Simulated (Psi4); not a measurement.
# CH6Sn (SMILES [CH3][SnH3]) at r2SCAN/def2-SVPD (density fitting, core potential, sweep point 4)

Wanted: a single-point energy of CH6Sn. The job is set up through a Python script.

Program for the calculation: Psi4 1.11.

5 further runs of the same task are left out: 1 that didn't finish, 4 set aside as unsound or not needed.

## Step 1: The molecule

The species is CH6Sn (8 atoms), meant as a singlet with charge 0. SMILES: `[CH3][SnH3]`. The shape is that of a PBE0-D4/def2-TZVP optimisation.

Bond lengths: C1–Sn2 2.140 Å, C1–H3 1.090 Å, C1–H4 1.090 Å, C1–H5 1.090 Å, Sn2–H6 1.709 Å, Sn2–H7 1.709 Å, Sn2–H8 1.709 Å. Some angles: C1–Sn2–H6 110.1°, C1–Sn2–H7 110.1°, C1–Sn2–H8 110.1°, Sn2–C1–H3 110.0°, Sn2–C1–H4 110.0°, Sn2–C1–H5 110.0°, H6–Sn2–H7 108.8°, H6–Sn2–H8 108.8°, H7–Sn2–H8 108.8°, H3–C1–H4 109.0°.

## Step 2: The energy at r2SCAN/def2-SVPD (density fitting, core potential, sweep point 4)

calc.py

```python
import psi4

psi4.set_memory(1600000000)
psi4.set_num_threads(1)
psi4.set_output_file('output.dat', False)

geom = psi4.geometry("""
0 1
C      1.094500     0.367400    -0.110600
Sn    -0.919400    -0.329100     0.082100
H      1.300500     0.627700    -1.148800
H      1.789300    -0.411200     0.204000
H      1.244600     1.249200     0.512300
H     -2.012000     0.886800    -0.417500
H     -1.156700    -1.716400    -0.887800
H     -1.248700    -0.731500     1.710400
units angstrom
symmetry c1
""")

psi4.set_options({
    'basis': 'def2-SVPD',
    'reference': 'rks',
    'scf_type': 'df',
    'scf_initial_accelerator': 'ediis',
})

e_tot = psi4.energy("r2scan")
print(f'r2scan energy: {e_tot:.10f} Eh')
for k, v in sorted(psi4.core.scalar_variables().items()):
    print(f'{k:45s} {v:18.10f}')
```

Command:

```console
$ python calc.py
```

output.dat:

```text
Psi4 1.11 release

   => Loading Basis Set <=

    Name: DEF2-SVPD
    Role: ORBITAL
    Keyword: BASIS

    !!!  WARNING: ECP capability is in beta. Please check occupations closely.  !!!

         ---------------------------------------------------------
                                   SCF
                              RKS Reference
                        1 Threads,   1525 MiB Core
         ---------------------------------------------------------

  ==> Geometry <==

    Molecular point group: c1
    Full point group: C1

    Geometry (in Angstrom), charge = 0, multiplicity = 1:

       Center              X                  Y                   Z               Mass
    ------------   -----------------  -----------------  -----------------  -----------------
         C            1.799018529992     0.622183451728    -0.172138300423    12.000000000000
         SN          -0.214881470008    -0.074316548272     0.020561699577   119.902201630000
         H            2.005018529992     0.882483451728    -1.210338300423     1.007825032230
         H            2.493818529992    -0.156416548272     0.142461699577     1.007825032230
         H            1.949118529992     1.503983451728     0.450761699577     1.007825032230
         H           -1.307481470008     1.141583451728    -0.479038300423     1.007825032230
         H           -0.452181470008    -1.461616548272    -0.949338300423     1.007825032230
         H           -0.544181470008    -0.476716548272     1.648861699577     1.007825032230

  Running in c1 symmetry.

  Rotational constants: A =      1.53769  B =      0.22983  C =      0.22983 [cm^-1]
  Rotational constants: A =  46098.65174  B =   6890.18578  C =   6890.16925 [MHz]
  Nuclear repulsion =   80.491966809413057

  Charge       = 0
  Multiplicity = 1
  Electrons    = 34
  Nalpha       = 17
  Nbeta        = 17

  ==> Algorithm <==

  SCF Algorithm Type is DF.
  DIIS enabled.
  MOM disabled.
  Fractional occupation disabled.
  Guess Type is SAD.
  Energy threshold   = 1.00e-06
  Density threshold  = 1.00e-06
  Integral threshold = 1.00e-12

  ==> Primary Basis <==

  Basis Set: DEF2-SVPD
    Blend: DEF2-SVPD
    Number of shells: 44
    Number of basis functions: 100
    Number of Cartesian functions: 105
    Spherical Harmonics?: true
    Max angular momentum: 2

  Core potential: DEF2-SVPD
    Number of shells: 4
    Number of ECP primitives: 18
    Number of ECP core electrons: 28
    Max angular momentum: 3

  ==> DFT Potential <==

   => LibXC <=

    Version 7.1.2

   => Composite Functional: R2SCAN <=

    r2SCAN Meta-GGA XC Functional  (0.1021/acs.jpclett.0c02405)

    Deriv               =              1
    GGA                 =           TRUE
    Meta                =           TRUE

    Exchange Hybrid     =          FALSE
    MP2 Hybrid          =          FALSE

   => Exchange Functionals <=

    1.0000   XC_MGGA_X_R2SCAN

   => Correlation Functionals <=

    1.0000   XC_MGGA_C_R2SCAN

   => LibXC Density Thresholds  <==

    XC_MGGA_C_R2SCAN:  1.00E-15
    XC_MGGA_X_R2SCAN:  1.00E-11

   => Molecular Quadrature <=

    Radial Scheme          =       TREUTLER
    Pruning Scheme         =           NONE
    Nuclear Scheme         =       TREUTLER

    Blocking Scheme        =         OCTREE
    BS radius alpha        =              1
    Pruning alpha          =              1
    Radial Points          =             75
    Spherical Points       =            302
    Total Points           =         174559
    Total Blocks           =           1353
    Max Points             =            256
    Max Functions          =            100
    Weights Tolerance      =       1.00E-15

   => Loading Basis Set <=

    Name: (DEF2-SVPD AUX)
    Role: JKFIT
    Keyword: DF_BASIS_SCF

  ==> Integral Setup <==

  DFHelper Memory: AOs need 0.034 GiB; user supplied 0.034 GiB.
  SCF_SUBTYPE=INCORE selected. In-core MEM_DF algorithm will be used.
  Using in-core AOs.

  ==> MemDFJK: Density-Fitted J/K Matrices <==

    J tasked:                   Yes
    K tasked:                    No
    wK tasked:                   No
    Memory [MiB]:                34
    Algorithm:                 Core
    Schwarz Cutoff:           1E-12
    Mask sparsity (%):       0.0000
    Fitting Condition:        1E-10

   => Auxiliary Basis Set <=

  Basis Set: (DEF2-SVPD AUX)
    Blend: DEF2-UNIVERSAL-JKFIT
    Number of shells: 107
    Number of basis functions: 401
    Number of Cartesian functions: 518
    Spherical Harmonics?: true
    Max angular momentum: 5

  Cached 50.0% of DFT collocation blocks in 0.566 [GiB].

  Minimum eigenvalue in the overlap matrix is 5.4409549936E-04.
  Reciprocal condition number of the overlap matrix is 6.8523898303E-05.
    Using symmetric orthogonalization.

  ==> Pre-Iterations <==

  SCF Guess: Superposition of Atomic Densities via on-the-fly atomic UHF (no occupation information).

   -------------------------
    Irrep   Nso     Nmo
   -------------------------
     A        100     100
   -------------------------
    Total     100     100
   -------------------------

  ==> Iterations <==

                           Total Energy        Delta E     RMS |[F,P]|

   @DF-RKS iter SAD:  -254.65462113410894   -2.54655e+02   0.00000e+00
   @DF-RKS iter   1:  -255.55392484003121   -8.99304e-01   8.80451e-03 DIIS/EDIIS
   @DF-RKS iter   2:  -255.25398432231250    2.99941e-01   1.07809e-02 DIIS/EDIIS
   @DF-RKS iter   3:  -255.98563482573007   -7.31651e-01   1.23067e-03 DIIS/EDIIS
   @DF-RKS iter   4:  -255.99420860372101   -8.57378e-03   6.85492e-04 DIIS/EDIIS
   @DF-RKS iter   5:  -255.99674184309256   -2.53324e-03   8.79061e-05 DIIS
   @DF-RKS iter   6:  -255.99679460350197   -5.27604e-05   1.42587e-05 DIIS
   @DF-RKS iter   7:  -255.99679622979286   -1.62629e-06   1.23253e-06 DIIS
   @DF-RKS iter   8:  -255.99679624039754   -1.06047e-08   4.71038e-07 DIIS
  Energy and wave function converged.

  ==> Post-Iterations <==

   Electrons on quadrature grid:
      Ntotal   =   33.9999941695 ; deviation = -5.831e-06

    Orbital Energies [Eh]
    ---------------------

    Doubly Occupied:

       1A    -10.047865     2A     -5.032940     3A     -3.371665
       4A     -3.371664     5A     -3.371201     6A     -0.960960
       7A     -0.960959     8A     -0.960795     9A     -0.956215
      10A     -0.956215    11A     -0.652715    12A     -0.471088
      13A     -0.377986    14A     -0.377973    15A     -0.290775
      16A     -0.290765    17A     -0.276286

    Virtual:

      18A      0.001971    19A      0.006173    20A      0.029258
      21A      0.029266    22A      0.063349    23A      0.091898
      24A      0.091912    25A      0.115325    26A      0.115329
      27A      0.120523    28A      0.151048    29A      0.151049
      30A      0.168065    31A      0.197204    32A      0.204854
      33A      0.204868    34A      0.247479    35A      0.247488
      36A      0.263314    37A      0.272985    38A      0.299175
      39A      0.299198    40A      0.305270    41A      0.307896
      42A      0.307904    43A      0.391659    44A      0.395965
      45A      0.395970    46A      0.399072    47A      0.417418
      48A      0.417446    49A      0.417643    50A      0.442892
      51A      0.442908    52A      0.449710    53A      0.502928
      54A      0.510591    55A      0.510594    56A      0.559303
      57A      0.559312    58A      0.590690    59A      0.654438
      60A      0.663775    61A      0.663779    62A      0.757409
      63A      0.757432    64A      0.861330    65A      0.861338
      66A      0.907333    67A      0.950209    68A      1.001791
      69A      1.001814    70A      1.049096    71A      1.049130
      72A      1.074215    73A      1.137291    74A      1.575292
      75A      1.575298    76A      1.644335    77A      1.691970
      78A      1.736586    79A      1.736614    80A      1.763623
      81A      1.792051    82A      1.799283    83A      1.799313
      84A      1.905720    85A      1.905787    86A      1.956614
      87A      2.028414    88A      2.028442    89A      2.072370
      90A      2.072383    91A      2.348885    92A      2.559094
      93A      2.559167    94A      2.833390    95A      3.132727
      96A      3.132822    97A     15.717217    98A     15.717244
      99A     15.977411   100A     52.315869

    Final Occupation by Irrep:
              A
    DOCC [    17 ]
    NA   [    17 ]
    NB   [    17 ]

  @DF-RKS Final Energy:  -255.99679624039754

   => Energetics <=

    Nuclear Repulsion Energy =             80.4919668094130571
    One-Electron Energy =                -591.1698262049490040
    Two-Electron Energy =                 280.3945550512380009
    DFT Exchange-Correlation Energy =     -25.7134918960995904
    Empirical Dispersion Energy =           0.0000000000000000
    VV10 Nonlocal Energy =                  0.0000000000000000
    Total Energy =                       -255.9967962403975434

Computation Completed

Properties will be evaluated at   0.000000,   0.000000,   0.000000 [a0]

Properties computed using the SCF density matrix

 Multipole Moments:

 ------------------------------------------------------------------------------------
     Multipole            Electronic (a.u.)      Nuclear  (a.u.)        Total (a.u.)
 ------------------------------------------------------------------------------------

 L = 1.  Multiply by 2.5417464519 to convert [e a0] to [Debye]
 Dipole X            :        -19.0050659           19.2956723            0.2906063
 Dipole Y            :         -6.5729678            6.6734494            0.1004817
 Dipole Z            :          1.8185843           -1.8464556           -0.0278713
 Magnitude           :                                                    0.3087481

 ------------------------------------------------------------------------------------

	total time  =          9 seconds =       0.15 minutes
```

The script printed:

```text
r2scan energy: -255.9967962404 Eh
CURRENT ENERGY                                   -255.9967962404
CURRENT REFERENCE ENERGY                         -255.9967962404
DD SOLVATION ENERGY                                 0.0000000000
DFT FUNCTIONAL TOTAL ENERGY                      -255.9967962404
DFT TOTAL ENERGY                                 -255.9967962404
DFT VV10 ENERGY                                     0.0000000000
DFT XC ENERGY                                     -25.7134918961
GRID ELECTRONS ALPHA                               16.9999970847
GRID ELECTRONS BETA                                16.9999970847
GRID ELECTRONS TOTAL                               33.9999941695
NUCLEAR REPULSION ENERGY                           80.4919668094
ONE-ELECTRON ENERGY                              -591.1698262049
PCM POLARIZATION ENERGY                             0.0000000000
PE ENERGY                                           0.0000000000
SCF ITERATION ENERGY                             -255.9967962404
SCF ITERATIONS                                      8.0000000000
SCF TOTAL ENERGY                                 -255.9967962404
TWO-ELECTRON ENERGY                               280.3945550512
XC GRID RADIAL POINTS                              75.0000000000
XC GRID SPHERICAL POINTS                          302.0000000000
XC GRID TOTAL POINTS                           174559.0000000000
```

It took 9.3 s on 1 thread of AMD EPYC 9R45 (Zen 5), shared host; peak memory 0.82 GiB.

## Step 3: Summary of results

At r2SCAN/def2-SVPD (density fitting, core potential, sweep point 4):

```
     quantity          value
 total energy  -255.99680 Eh
dipole moment         0.78 D
  HOMO energy       -7.52 eV
  LUMO energy        0.05 eV
HOMO–LUMO gap        7.57 eV
```
